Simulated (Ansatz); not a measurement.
# ZrHO (doublet): from Hartree-Fock to the top rungs, def2-QZVPP

One table from this session's results is given with a row withheld; the runs are named, their logs left out.

Program: Ansatz 0.2.0, Gaussian basis. Level of theory: def2-QZVPP, core rule «outside noble gas», up to 5 orbitals frozen. These are calculated values, not measurements.

To be run: UHF; ROHF; CCSD(T) on UHF.

4 further runs of the same task are left out: 2 for a known fault of the program, 2 set aside as unsound or not needed.

## The system

The geometry is a PBE0/def2-TZVP stationary point (not a proven minimum). No spin-orbit coupling is included. Elements past krypton take def2 core potentials.

3 atoms, charge 0, spin multiplicity 2.

Atoms are counted from 1 here; the program's logs count them from 0.

Bond lengths: Zr1–O2 1.861 Å, O2–H3 0.954 Å. Angles: Zr1–O2–H3 180.0°.

The first run:

Contents of in.yaml:

```yaml
crystal:
  periodic: [false, false, false]
  atoms:
    - {symbol: Zr, position_ang: [0.000000, 0.000000, 1.558570]}
    - {symbol: O, position_ang: [0.000000, 0.000000, -0.302235]}
    - {symbol: H, position_ang: [0.000000, 0.000000, -1.256335]}
basis:
  gaussian: {orbitals: "def2-QZVPP.json"}
magnetization: {spin_polarized: true, initial_magnetization: 1}
hamiltonian: {xc: hf}
output: {orbitals: {seedname: orbitals}}
```

Command:

```sh
$ ansatz run in.yaml --threads 1 --pin off --events-out ev --progress --plain --max-ram 4096MiB --backend cpu
```

Among the steps run: UHF; ROHF; CCSD(T) on UHF.

One of the session's tables, all rows but one given; the rest of the session is left out.

| method | from UCCSD(T) (kcal/mol) |
| --- | --- |
| ROHF | +232.81 |
| UHF | ? |
| UMP2 | +18.39 |
| UCCSD | +10.38 |
| UCCSD(T) | 0 |

Estimate the missing values for UHF.

The run gave: from UCCSD(T) (kcal/mol): +225.26. In the column «from UCCSD(T) (kcal/mol)» it lies between UMP2 (+18.39) and ROHF (+232.81).

Limits of these values: The determinant is far from a pure spin state, so its energy mixes those of several spin states (harmless only where they are near-degenerate, as at dissociation). Warnings: spin contamination; coupled cluster took another determinant than the lowest.
